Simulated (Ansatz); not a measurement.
# Li+ with AsH₃: superposition error and deformation

How much of this pair's binding is borrowed basis, and how much do the fragments pay to take the shapes they have in the pair?

Method: PBE0-D4 structures, single points in def2-TZVPPD; program: Ansatz 0.2.0, Gaussian basis.

Levels: PBE-D4, revPBE-D4, BLYP-D4, r2SCAN-D4, B97M-V, PBE0-D4, B3LYP-D4, HSE06-D4, wB97X-V, wB97M-V, B2PLYP, Hartree-Fock, MP2, CCSD, CCSD(T).

Cores are frozen in the correlated methods. Filled d shells of the heavier atoms are correlated. The outer core shell of Li, Na, Mg and K is correlated. B3LYP uses VWN-RPA correlation. B2PLYP carries no dispersion term here.

129 further runs of the same task are left out: 129 set aside as unsound or not needed.

### Step 1. The starting structure

The relaxed pair: 5 atoms, charge 1, spin multiplicity 1.

Atoms are counted from 1 here; the program's logs count them from 0.

Bond lengths: Li1–As2 2.560 Å, As2–H3 1.503 Å, As2–H4 1.503 Å, As2–H5 1.503 Å. Angles: Li1–As2–H3 118.9°, Li1–As2–H4 118.9°, Li1–As2–H5 118.9°, H3–As2–H4 98.6°, H3–As2–H5 98.6°, H4–As2–H5 98.6°.

Geometry (Å):

```
Li   -0.1059    0.0720   -2.4807
As    0.0031   -0.0023    0.0761
H    -0.8952    0.9058    0.8685
H    -0.3062   -1.2942    0.7795
H     1.3043    0.3187    0.7566
```

Atoms 1 to 1 are fragment A (Li+), the rest fragment B (AsH₃). From earlier runs, pair energy (eV) and counterpoise interaction (kcal/mol):

```
   method       E(pair)  interaction
   PBE-D4  -61079.03518       -25.71
revPBE-D4  -61084.32712       -25.01
  BLYP-D4  -61090.17368       -24.90
r2SCAN-D4  -61088.66417       -23.73
   B97M-V  -61078.58903       -24.14
  PBE0-D4  -61081.07750       -26.01
 B3LYP-D4  -61090.58037       -25.40
 HSE06-D4  -61081.08383       -26.01
  wB97X-V  -61083.35073       -25.61
  wB97M-V  -61085.05502       -24.59
   B2PLYP  -61078.67612       -24.89
      MP2  -61049.38580       -23.75
  CCSD(T)  -61050.23874       -23.71
```

First each fragment is run alone in its own basis, frozen in the shape it has in the pair (a, b).

### Step 2. wB97X-V/def2-TZVPPD

a/in.yaml reads:

```yaml
crystal:
  periodic: [false, false, false]
  atoms:
    - {symbol: Li, position_ang: [-0.105912, 0.071985, -2.480689]}
basis:
  gaussian: {orbitals: "def2-TZVPPD.json"}
total_charge: 1
hamiltonian: {xc: {name: wB97X-V}}
```

b/in.yaml reads:

```yaml
crystal:
  periodic: [false, false, false]
  atoms:
    - {symbol: As, position_ang: [0.003073, -0.002281, 0.076056]}
    - {symbol: H, position_ang: [-0.895213, 0.905763, 0.868539]}
    - {symbol: H, position_ang: [-0.306156, -1.294177, 0.779473]}
    - {symbol: H, position_ang: [1.304309, 0.318710, 0.756621]}
basis:
  gaussian: {orbitals: "def2-TZVPPD.json"}
hamiltonian: {xc: {name: wB97X-V}}
```

The basis file named in the input lies beside it (Basis Set Exchange, JSON).

Each run has its own folder and the same command.

The run is started by

```sh
ansatz run in.yaml --threads 2 --pin off --events-out ev --progress --plain --max-ram 5222MiB
```

a printed:

```text
Functional definition: wB97X-V
  name "wB97X-V"
  cite "Mardirossian & Head-Gordon, Phys. Chem. Chem. Phys. 16, 9904 (2014) doi:10.1039/C3CP54374A"
  cite "Becke, J. Chem. Phys. 107, 8554 (1997) doi:10.1063/1.475007"
  cite "Vydrov & Van Voorhis, J. Chem. Phys. 133, 244103 (2010) doi:10.1063/1.3521275"
  parameter omega = 0.3/bohr
  parameter cx = 0.167
  parameter cx1 = 0.603
  parameter cx2 = 1.194
  parameter css0 = 0.556
  parameter css1 = -0.257
  parameter cos0 = 1.219
  parameter cos1 = -1.850
  parameter b = 6.0
  parameter c = 0.01
  exchange = spin_sum(e_x_unif_sr(omega)*poly(b97_u_x, 1 - cx, cx1, cx2)) + cx*exact_x_sr(omega) + exact_x_lr(omega)
  correlation = spin_sum(e_c_pw_same_spin*poly(b97_u_same, css0, css1))
      + integral(e_c_pw_opposite_spin*poly(b97_u_opposite, cos0, cos1)) + vv10(b, c)
139 factors; their error is unknown
50 factors; integrals over basis functions are off by at most 2.1e-4 eV
mean field evaluation 1: about -198.0572 eV, gradient 3.5e-1 eV
mean field evaluation 2: about -198.0572 eV, gradient 3.5e-1 eV
mean field evaluation 4: about -198.0572 eV, gradient 3.0e-2 eV
mean field evaluation 8: about -198.0572 eV, gradient 4.4e-7 eV
mean field -198.05722125 eV, -7.2784686331 hartree, gradient 4.4e-7 eV, S^2 0.000000; 0 other end points of the search recorded, 0 dependent functions left out
reference -198.05722091 eV, -7.2784686203 hartree; 1, 1 occupied and 21, 21 virtual orbitals, 139 factors
Total energy: -198.05722091 eV, -7.2784686203 hartree
```

Output in b (excerpt; [...] marks lines left out):

```text
[... 5 set-up lines as earlier in the session ...]
[...]
      + integral(e_c_pw_opposite_spin*poly(b97_u_opposite, cos0, cos1)) + vv10(b, c)
602 factors; their error is unknown
155 factors; integrals over basis functions are off by at most 1.8e-5 eV
[...]
mean field -60884.17744568 eV, -2237.4522523511 hartree, gradient 1.1e-5 eV, S^2 0.000000; 0 other end points of the search recorded, 0 dependent functions left out
reference -60884.17744426 eV, -2237.4522522988 hartree; 18, 18 occupied and 87, 87 virtual orbitals, 602 factors
Total energy: -60884.17744426 eV, -2237.4522522988 hartree
```

Wall times: 0.35 s (a), 2.4 s (b) on 2 threads, shared host.

### Step 3. wB97M-V/def2-TZVPPD

Each input of step 2 (a, b) changes in the same lines:

```diff
-hamiltonian: {xc: {name: wB97X-V}}
+hamiltonian: {xc: {name: wB97M-V}}
```

One command serves all of them, each in its own folder.

The run is started by

```sh
ansatz run in.yaml --threads 2 --pin off --events-out ev --progress --plain --max-ram 5222MiB
```

a printed (excerpt; [...] marks lines left out):

```text
Functional definition: wB97M-V
  name "wB97M-V"
  cite "Mardirossian & Head-Gordon, J. Chem. Phys. 144, 214110 (2016) doi:10.1063/1.4952647"
[... 2 set-up lines as earlier in the session ...]
  # Of w^i u^j: cxij and so on, Table III.
[...]
  gx(w, u) = 1 - cx + cx01*u + cx10*w
  gss(w, u) = css00 + css04*u^4 + css10*w + css20*w^2 + css43*w^4*u^3
  gos(w, u) = cos00 + cos10*w + (cos20 + cos21*u)*w^2 + (cos60 + cos61*u)*w^6
[...]
      + integral(e_c_pw_mod_opposite_spin*gos(b97_w_opposite, b97_u_opposite)) + vv10(b, c)
139 factors; their error is unknown
50 factors; integrals over basis functions are off by at most 2.1e-4 eV
[...]
mean field -197.98566991 eV, -7.2758391695 hartree, gradient 3.9e-7 eV, S^2 0.000000; 0 other end points of the search recorded, 0 dependent functions left out
reference -197.98567899 eV, -7.2758395033 hartree; 1, 1 occupied and 21, 21 virtual orbitals, 139 factors
Total energy: -197.98567899 eV, -7.2758395033 hartree
```

b printed (excerpt; [...] marks lines left out):

```text
[... 5 set-up lines as earlier in the session ...]
  # Of w^i u^j: cxij and so on, Table III.
[...]
  gx(w, u) = 1 - cx + cx01*u + cx10*w
  gss(w, u) = css00 + css04*u^4 + css10*w + css20*w^2 + css43*w^4*u^3
  gos(w, u) = cos00 + cos10*w + (cos20 + cos21*u)*w^2 + (cos60 + cos61*u)*w^6
[...]
      + integral(e_c_pw_mod_opposite_spin*gos(b97_w_opposite, b97_u_opposite)) + vv10(b, c)
595 factors; their error is unknown
155 factors; integrals over basis functions are off by at most 1.8e-5 eV
[...]
mean field -60885.99598078 eV, -2237.5190822832 hartree, gradient 6.0e-5 eV, S^2 0.000000; 0 other end points of the search recorded, 0 dependent functions left out
reference -60885.99601595 eV, -2237.5190835757 hartree; 18, 18 occupied and 87, 87 virtual orbitals, 595 factors
Total energy: -60885.99601595 eV, -2237.5190835757 hartree
```

Wall times: 0.4 s (a), 2.6 s (b) on 2 threads, shared host.

### Step 4. B2PLYP/def2-TZVPPD

The same edit goes into each in.yaml of step 3 (a, b):

```diff
-hamiltonian: {xc: {name: wB97M-V}}
+hamiltonian: {xc: {name: B2PLYP}}
```

Each run has its own folder and the same command.

The run is started by

```sh
ansatz run in.yaml --threads 2 --pin off --events-out ev --progress --plain --max-ram 5222MiB
```

Output in a:

```text
Functional definition: B2PLYP
  name "B2PLYP"
  cite "Grimme, J. Chem. Phys. 124, 034108 (2006) doi:10.1063/1.2148954"
  cite "Becke, Phys. Rev. A 38, 3098 (1988) doi:10.1103/PhysRevA.38.3098"
  cite "Lee, Yang & Parr, Phys. Rev. B 37, 785 (1988) doi:10.1103/PhysRevB.37.785"
  parameter a = 0.53
  parameter c = 0.27
  exchange = (1 - a)*b88_x + a*exact_x
  correlation = (1 - c)*lyp_c + c*(mp2_os + mp2_ss)
115 factors; integrals over basis functions are off by at most 1.7e-4 eV
mean field evaluation 1: about -197.7856 eV, gradient 2.2e-1 eV
mean field evaluation 2: about -197.7856 eV, gradient 2.2e-1 eV
mean field evaluation 4: about -197.7856 eV, gradient 9.7e-5 eV
mean field evaluation 8: about -197.7856 eV, gradient 7.8e-6 eV
mean field -197.78564506 eV, -7.2684883920 hartree, gradient 7.8e-6 eV, S^2 0.000000; 0 other end points of the search recorded, 0 dependent functions left out
reference -197.78567180 eV, -7.2684893745 hartree; 1, 1 occupied and 21, 21 virtual orbitals, 115 factors
second order -0.88875546 eV of doubles, -0.00000000 eV of singles
Total energy: -198.02563577 eV, -7.2773078880 hartree
```

Output in b (excerpt; [...] marks lines left out):

```text
[... 5 set-up lines as earlier in the session ...]
[...]
602 factors; integrals over basis functions are off by at most 5.6e-4 eV
[...]
mean field -60877.00928151 eV, -2237.1888271767 hartree, gradient 1.4e-6 eV, S^2 0.000000; 0 other end points of the search recorded, 0 dependent functions left out
9 core orbitals not correlated: weight in the atoms' cores, before any rotation towards them, 1.000 or more for the frozen orbitals, at most 0.000 for the correlated occupied ones
reference -60877.00940671 eV, -2237.1888317777 hartree; 9, 9 occupied and 87, 87 virtual orbitals, 602 factors
second order -9.45101830 eV of doubles, -0.00000000 eV of singles
Total energy: -60879.56118165 eV, -2237.2826077771 hartree
```

Times: 0.15 s (a), 1.2 s (b) on 2 threads, shared host.

### Step 5. B97M-V/def2-TZVPPD

The same edit goes into each in.yaml of step 4 (a, b):

```diff
-hamiltonian: {xc: {name: B2PLYP}}
+hamiltonian: {xc: {name: B97M-V}}
```

The same command starts each run, in its folder.

The run is started by

```sh
ansatz run in.yaml --threads 2 --pin off --events-out ev --progress --plain --max-ram 5222MiB
```

Log of a (excerpt; [...] marks lines left out):

```text
Functional definition: B97M-V
  name "B97M-V"
  cite "Mardirossian & Head-Gordon, J. Chem. Phys. 142, 074111 (2015) doi:10.1063/1.4907719"
[... 2 set-up lines as earlier in the session ...]
  # Of w^i u^j: cxij and so on, Table III.
[...]
  gx(w, u) = cx00 + cx01*u + cx02*u^2 + (cx10 + cx11*u)*w
  gss(w, u) = css00 + css02*u^2 + css10*w + (css32*w^3 + css42*w^4)*u^2
  gos(w, u) = cos00 + cos01*u + cos03*u^3 + cos10*w + cos32*w^3*u^2
[...]
      + integral(e_c_pw_mod_opposite_spin*gos(b97_w_opposite, b97_u_opposite)) + vv10(b, c)
139 factors; their error is unknown
[...]
mean field -198.92348132 eV, -7.3103031035 hartree, gradient 4.7e-7 eV, S^2 0.000000; 0 other end points of the search recorded, 0 dependent functions left out
reference -198.92348931 eV, -7.3103033968 hartree; 1, 1 occupied and 21, 21 virtual orbitals, 139 factors
Total energy: -198.92348931 eV, -7.3103033968 hartree
```

Log of b (excerpt; [...] marks lines left out):

```text
[... 5 set-up lines as earlier in the session ...]
  # Of w^i u^j: cxij and so on, Table III.
[...]
  gx(w, u) = cx00 + cx01*u + cx02*u^2 + (cx10 + cx11*u)*w
  gss(w, u) = css00 + css02*u^2 + css10*w + (css32*w^3 + css42*w^4)*u^2
  gos(w, u) = cos00 + cos01*u + cos03*u^3 + cos10*w + cos32*w^3*u^2
[...]
      + integral(e_c_pw_mod_opposite_spin*gos(b97_w_opposite, b97_u_opposite)) + vv10(b, c)
584 factors; their error is unknown
[...]
mean field -60878.61356564 eV, -2237.2477835310 hartree, gradient 5.7e-5 eV, S^2 0.000000; 0 other end points of the search recorded, 0 dependent functions left out
reference -60878.61360804 eV, -2237.2477850891 hartree; 18, 18 occupied and 87, 87 virtual orbitals, 584 factors
Total energy: -60878.61360804 eV, -2237.2477850891 hartree
```

Wall times: 0.3 s (a), 2.9 s (b) on 2 threads, shared host.

### Step 6. CCSD(T)/def2-TZVPPD

The same edit goes into each in.yaml of step 5 (a, b):

```diff
-hamiltonian: {xc: {name: B97M-V}}
+correlation: {method: ccsd_t}
```

One command serves all of them, each in its own folder.

The run is started by

```sh
ansatz run in.yaml --threads 2 --pin off --events-out ev --progress --plain --max-ram 5222MiB
```

Output in a:

```text
Functional definition: HF
  name "HF"
  cite "Fock, Z. Phys. 61, 126 (1930) doi:10.1007/BF01340294"
  parent pbe
  exchange = exact_x
  correlation = 0
115 factors; integrals over basis functions are off by at most 1.7e-4 eV
mean field evaluation 1: about -196.9117 eV, gradient 2.2e-2 eV
mean field evaluation 2: about -196.9117 eV, gradient 2.2e-2 eV
mean field evaluation 4: about -196.9117 eV, gradient 9.3e-7 eV
mean field -196.91172360 eV, -7.2363723707 hartree, gradient 9.3e-7 eV, S^2 0.000000; 0 other end points of the search recorded, 0 dependent functions left out
reference -196.91172360 eV, -7.2363723707 hartree; 1, 1 occupied and 21, 21 virtual orbitals, 115 factors
second order -0.81477337 eV of doubles, -0.00000000 eV of singles
cycle   1  -0.91492215 eV  change   -1.0e-1 eV  update   6.4e-3
cycle   2  -0.93093315 eV  change   -1.6e-2 eV  update   1.1e-3
cycle   3  -0.93078795 eV  change    1.5e-4 eV  update   9.2e-5
cycle   4  -0.93078954 eV  change   -1.6e-6 eV  update   4.4e-6
cycle   5  -0.93079010 eV  change   -5.6e-7 eV  update   7.2e-7
perturbative correction 0.00000000 eV, 0.0000000000 hartree
Total energy: -197.84251370 eV, -7.2705782759 hartree
```

b printed (excerpt; [...] marks lines left out):

```text
[... 4 set-up lines as earlier in the session ...]
[...]
602 factors; integrals over basis functions are off by at most 5.6e-4 eV
[...]
mean field -60842.78033670 eV, -2235.9309366559 hartree, gradient 1.9e-6 eV, S^2 0.000000; 1 other end points of the search recorded, 0 dependent functions left out
9 core orbitals not correlated: weight in the atoms' cores, before any rotation towards them, 1.000 or more for the frozen orbitals, at most 0.000 for the correlated occupied ones
reference -60842.78033670 eV, -2235.9309366559 hartree; 9, 9 occupied and 87, 87 virtual orbitals, 602 factors
second order -7.82852879 eV of doubles, -0.00000000 eV of singles
cycle   1  -8.00046944 eV  change   -1.7e-1 eV  update   6.7e-2
[...]
cycle   8  -8.30616614 eV  change   -1.8e-5 eV  update   2.0e-5
perturbative correction -0.26173330 eV, -0.0096185213 hartree
Total energy: -60851.34823614 eV, -2236.2458011527 hartree
```

Times: 0.1 s (a), 3.5 s (b) on 2 threads, shared host; peak memory 0.33 GiB.

### Step 7. Relaxing AsH₃ alone

relax-b/in.yaml reads:

```yaml
crystal:
  periodic: [false, false, false]
  atoms:
    - {symbol: As, position_ang: [0.003073, -0.002281, 0.076056]}
    - {symbol: H, position_ang: [-0.895213, 0.905763, 0.868539]}
    - {symbol: H, position_ang: [-0.306156, -1.294177, 0.779473]}
    - {symbol: H, position_ang: [1.304309, 0.318710, 0.756621]}
basis:
  gaussian: {orbitals: def2-TZVP}
hamiltonian: {xc: pbe0, dispersion: d4}
relax: {f_tol: 0.005, max_steps: 200}
```

The run is started by

```sh
ansatz run in.yaml --threads 2 --pin off --events-out ev --progress --plain --max-ram 5222MiB
```

The log of the run (excerpt; [...] marks lines left out):

```text
Functional definition: PBE0
  name "PBE0"
  cite "Adamo & Barone, J. Chem. Phys. 110, 6158 (1999) doi:10.1063/1.478522"
  cite "Perdew, Burke & Ernzerhof, Phys. Rev. Lett. 77, 3865 (1996) doi:10.1103/PhysRevLett.77.3865"
[... 1 set-up line as earlier in the session ...]
[...]
555 factors; their error is unknown
[...]
mean field -60882.26265779 eV, -2237.3818851939 hartree, gradient 1.2e-5 eV, S^2 0.000000; 0 other end points of the search recorded, 0 dependent functions left out
[...]
reference -60882.26267891 eV, -2237.3818859701 hartree; 18, 18 occupied and 48, 48 virtual orbitals, 555 factors
relax step   1: F+E_penalty+E_count = -60882.28961414 eV  Δ(F+E_penalty+E_count) = +0.000e0 eV  max|allowed force component| = 1.336e0 eV/Å  Δτ_max = 0.0000 Å  (21 SCF iters, accepted)
[...]
relax step   4: F+E_penalty+E_count = -60882.37036449 eV  Δ(F+E_penalty+E_count) = +3.912e-4 eV  max|allowed force component| = 1.434e-1 eV/Å  Δτ_max = 0.0087 Å  (28 SCF iters, rejected (line search))
[...]
relax step   5: F+E_penalty+E_count = -60882.37105187 eV  Δ(F+E_penalty+E_count) = -2.962e-4 eV  max|allowed force component| = 1.937e-3 eV/Å  Δτ_max = 0.0043 Å  (28 SCF iters, accepted)
555 factors; their error is unknown
mean field -60882.34397101 eV, -2237.3848733997 hartree, gradient 7.8e-6 eV, S^2 0.000000; 1 other end points of the search recorded, 0 dependent functions left out
[...]
reference -60882.34399253 eV, -2237.3848741906 hartree; 18, 18 occupied and 48, 48 virtual orbitals, 555 factors
Total energy: -60882.37107339 eV, -2237.3858693937 hartree
Atom 0 at    -0.000875     0.000355    -0.014402 Å, force    -0.000026     0.000017    -0.000652 eV/Å
Atom 1 at    -0.857281     0.868328     0.896033 Å, force     0.001429    -0.001425     0.000116 eV/Å
Atom 2 at    -0.291365    -1.244981     0.810496 Å, force     0.000530     0.001937     0.000250 eV/Å
Atom 3 at     1.255534     0.304312     0.788562 Å, force    -0.001934    -0.000529     0.000285 eV/Å
Dipole moment:     0.003067    -0.002056     0.071090 e Å
```

It took 3.4 s on 2 threads, shared host.

The steps of the relaxation:

```
step  energy from step 1 (eV)  largest force component (eV/Å)
   1                   0.0000                          1.3360
   2                  -0.0621                          0.5407
   3                  -0.0811                          0.0492
   4                  -0.0808                          0.1434
   5                  -0.0814                          0.0019
```

Distances of close pairs at the start and the end, largest changes first:

```
  bond  before (Å)  after (Å)  change (Å)
As1–H3       1.503      1.522      +0.019
As1–H4       1.503      1.522      +0.019
As1–H2       1.503      1.522      +0.019
```

### Step 8. PBE-D4/def2-TZVPPD

free-b/in.yaml reads:

```yaml
crystal:
  periodic: [false, false, false]
  atoms:
    - {symbol: As, position_ang: [-0.000875, 0.000355, -0.014402]}
    - {symbol: H, position_ang: [-0.857281, 0.868328, 0.896033]}
    - {symbol: H, position_ang: [-0.291365, -1.244981, 0.810496]}
    - {symbol: H, position_ang: [1.255534, 0.304312, 0.788562]}
basis:
  gaussian: {orbitals: "def2-TZVPPD.json"}
hamiltonian: {xc: pbe, dispersion: d4}
```

The run is started by

```sh
ansatz run in.yaml --threads 2 --pin off --events-out ev --progress --plain --max-ram 5222MiB
```

The log of the run:

```text
Functional definition: PBE
  name "PBE"
[... 2 set-up lines as earlier in the session ...]
  parameter kappa = 0.804
  parameter beta = 0.06672455060314922
  exchange = pbe_x(kappa = kappa, mu = beta*pi^2/3)
  correlation = pbe_c(beta = beta)
584 factors; their error is unknown
mean field evaluation 1: about -60879.8778 eV, gradient 1.8e1 eV
mean field evaluation 2: about -60880.2161 eV, gradient 1.4e1 eV
mean field evaluation 4: about -60880.5287 eV, gradient 6.5e-1 eV
mean field evaluation 8: about -60880.5207 eV, gradient 7.4e-3 eV
mean field -60880.52069368 eV, -2237.3178691936 hartree, gradient 3.7e-5 eV, S^2 0.000000; 0 other end points of the search recorded, 0 dependent functions left out
reference -60880.52072316 eV, -2237.3178702770 hartree; 18, 18 occupied and 87, 87 virtual orbitals, 584 factors
Total energy: -60880.55394384 eV, -2237.3190911144 hartree
```

Run time: 0.7 s. Hardware: 2 threads, shared host.

### Step 9. r2SCAN-D4/def2-TZVPPD

free-b/in.yaml: that of step 8 with these lines changed.

```diff
@@ -9,2 +9,2 @@
   gaussian: {orbitals: "def2-TZVPPD.json"}
-hamiltonian: {xc: pbe, dispersion: d4}
+hamiltonian: {xc: r2scan, dispersion: d4}
```

The run is started by

```sh
ansatz run in.yaml --threads 2 --pin off --events-out ev --progress --plain --max-ram 5222MiB
```

The log of the run:

```text
Functional definition: r2SCAN
  name "r2SCAN"
  cite "Furness, Kaplan, Ning, Perdew & Sun, J. Phys. Chem. Lett. 11, 8208 (2020) doi:10.1021/acs.jpclett.0c02405"
  cite "Furness, Kaplan, Ning, Perdew & Sun, J. Phys. Chem. Lett. 11, 9248 (2020) doi:10.1021/acs.jpclett.0c03077"
  parent r2scan
  parameter k0 = 0.174
  parameter k1 = 0.065
  parameter a1 = 4.9479
  exchange = r2scan_x(k0 = k0, k1 = k1, a1 = a1)
  correlation = r2scan_c
584 factors; their error is unknown
mean field evaluation 1: about -60889.2011 eV, gradient 1.3e1 eV
mean field evaluation 2: about -60889.4556 eV, gradient 8.1e0 eV
mean field evaluation 4: about -60889.5761 eV, gradient 5.2e-1 eV
mean field evaluation 8: about -60889.5685 eV, gradient 2.4e-3 eV
mean field -60889.56850826 eV, -2237.6503702467 hartree, gradient 3.1e-5 eV, S^2 0.000000; 0 other end points of the search recorded, 0 dependent functions left out
reference -60889.56851644 eV, -2237.6503705472 hartree; 18, 18 occupied and 87, 87 virtual orbitals, 584 factors
Total energy: -60889.57576144 eV, -2237.6506367961 hartree
```

Run time: 1.5 s. Hardware: 2 threads, shared host.

### Step 10. PBE0-D4/def2-TZVPPD

free-b/in.yaml: that of step 9 with these lines changed.

```diff
@@ -9,2 +9,3 @@
   gaussian: {orbitals: "def2-TZVPPD.json"}
-hamiltonian: {xc: r2scan, dispersion: d4}
+hamiltonian: {xc: pbe0, dispersion: d4}
+output: {orbitals: {seedname: orbitals}}
```

The run is started by

```sh
ansatz run in.yaml --threads 2 --pin off --events-out ev --progress --plain --max-ram 5222MiB
```

The log of the run (excerpt; [...] marks lines left out):

```text
[... 5 set-up lines as earlier in the session ...]
  parameter a = 0.25
[... 2 set-up lines as earlier in the session ...]
  exchange = (1 - a)*pbe_x(kappa = kappa, mu = beta*pi^2/3) + a*exact_x
[... 1 set-up line as earlier in the session ...]
614 factors; their error is unknown
mean field evaluation 1: about -60881.9340 eV, gradient 1.1e1 eV
mean field evaluation 2: about -60882.0919 eV, gradient 6.0e0 eV
mean field evaluation 4: about -60882.1371 eV, gradient 3.4e-1 eV
mean field evaluation 8: about -60882.3762 eV, gradient 1.5e-2 eV
mean field -60882.37619044 eV, -2237.3860574419 hartree, gradient 3.7e-5 eV, S^2 0.000000; 0 other end points of the search recorded, 0 dependent functions left out
reference -60882.37621339 eV, -2237.3860582853 hartree; 18, 18 occupied and 87, 87 virtual orbitals, 614 factors
Total energy: -60882.40329425 eV, -2237.3870534884 hartree
```

It took 0.75 s on 2 threads, shared host.

(Part 1 of 2 ends here.)
